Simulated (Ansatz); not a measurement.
# C7H8S: small, medium and large basis sets

The task here is to estimate one member of a computed series from the others.

Computed with Ansatz 0.2.0, Gaussian basis. Level: one geometry, several basis sets.

The runs, in order: PBE0-D4/def2-SVP; ωB97M-V/def2-SVP; PBE0-D4/def2-QZVPP; ωB97M-V/def2-QZVPP; the functionals' def2-TZVPP values are taken from earlier runs.

### The relaxed structure

An earlier PBE0-D4 in a triple-zeta def2 set relaxation fixed the geometry.

SMILES `SCc1ccccc1`, 16 atoms, charge 0, spin multiplicity 1.

Atoms are counted from 1 here; the program's logs count them from 0.

Bond lengths: S1–C2 1.820 Å, S1–H9 1.342 Å, C2–C3 1.496 Å, C2–H10 1.092 Å, C2–H11 1.090 Å, C3–C4 1.390 Å, C3–C8 1.392 Å, C4–C5 1.388 Å, C4–H12 1.085 Å, C5–C6 1.385 Å, C5–H13 1.084 Å, C6–C7 1.389 Å, C6–H14 1.084 Å, C7–C8 1.384 Å, C7–H15 1.084 Å, C8–H16 1.085 Å. Angles: C2–S1–H9 96.3°, S1–C2–C3 113.7°, S1–C2–H10 103.9°, S1–C2–H11 109.4°, C3–C2–H10 111.1°, C3–C2–H11 110.8°, H10–C2–H11 107.5°, C2–C3–C4 120.2°, C2–C3–C8 121.0°, C4–C3–C8 118.8°, C3–C4–C5 120.7°, C3–C4–H12 119.4°, C5–C4–H12 119.9°, C4–C5–C6 120.0°, C4–C5–H13 119.8°, C6–C5–H13 120.2°, C5–C6–C7 119.6°, C5–C6–H14 120.2° and more.

Set-up of the first run:

The input, in.yaml:

```yaml
crystal:
  periodic: [false, false, false]
  atoms:
    - {symbol: S, position_ang: [1.701127, -1.262686, 2.337114]}
    - {symbol: C, position_ang: [1.502367, -1.298861, 0.528055]}
    - {symbol: C, position_ang: [0.395194, -0.427326, 0.026430]}
    - {symbol: C, position_ang: [0.684398, 0.732117, -0.683068]}
    - {symbol: C, position_ang: [-0.334513, 1.554338, -1.143813]}
    - {symbol: C, position_ang: [-1.656939, 1.221808, -0.900670]}
    - {symbol: C, position_ang: [-1.955301, 0.064099, -0.193239]}
    - {symbol: C, position_ang: [-0.937247, -0.751223, 0.268519]}
    - {symbol: H, position_ang: [1.811854, 0.070673, 2.446575]}
    - {symbol: H, position_ang: [1.305638, -2.350343, 0.306189]}
    - {symbol: H, position_ang: [2.448590, -1.034875, 0.054675]}
    - {symbol: H, position_ang: [1.719644, 0.992637, -0.879738]}
    - {symbol: H, position_ang: [-0.092110, 2.455086, -1.696185]}
    - {symbol: H, position_ang: [-2.454987, 1.860693, -1.260767]}
    - {symbol: H, position_ang: [-2.988286, -0.202759, -0.000924]}
    - {symbol: H, position_ang: [-1.172227, -1.646081, 0.835148]}
basis:
  gaussian: {orbitals: def2-SVP}
hamiltonian: {xc: pbe0, dispersion: d4}
output: {orbitals: {seedname: orbitals}}
```

The run is started by

```sh
$ ansatz run in.yaml --threads 2 --pin off --events-out ev --progress --plain --max-ram 32768MiB --backend cpu
```

Steps of the session up to this table: PBE0-D4 in def2-SVP; ωB97M-V in def2-SVP; PBE0-D4 in def2-QZVPP; ωB97M-V in def2-QZVPP.

One of the session's tables, all rows but one given; the rest of the session is left out.

It belongs to the step «Functionals by basis». 

```
functional       basis  HOMO (eV)  LUMO (eV)
   PBE0-D4    def2-SVP      -6.58      -0.35
   PBE0-D4  def2-TZVPP      -6.71      -0.50
   PBE0-D4  def2-QZVPP      -6.74      -0.55
   ωB97M-V    def2-SVP          ?          ?
   ωB97M-V  def2-TZVPP      -8.86       1.50
   ωB97M-V  def2-QZVPP      -8.89       1.38
```

Estimate the missing values for ωB97M-V, def2-SVP.

The run gave: HOMO (eV): -8.74; LUMO (eV): 1.72. In the column «HOMO (eV)» it lies between ωB97M-V, def2-TZVPP (-8.86) and PBE0-D4, def2-QZVPP (-6.74).
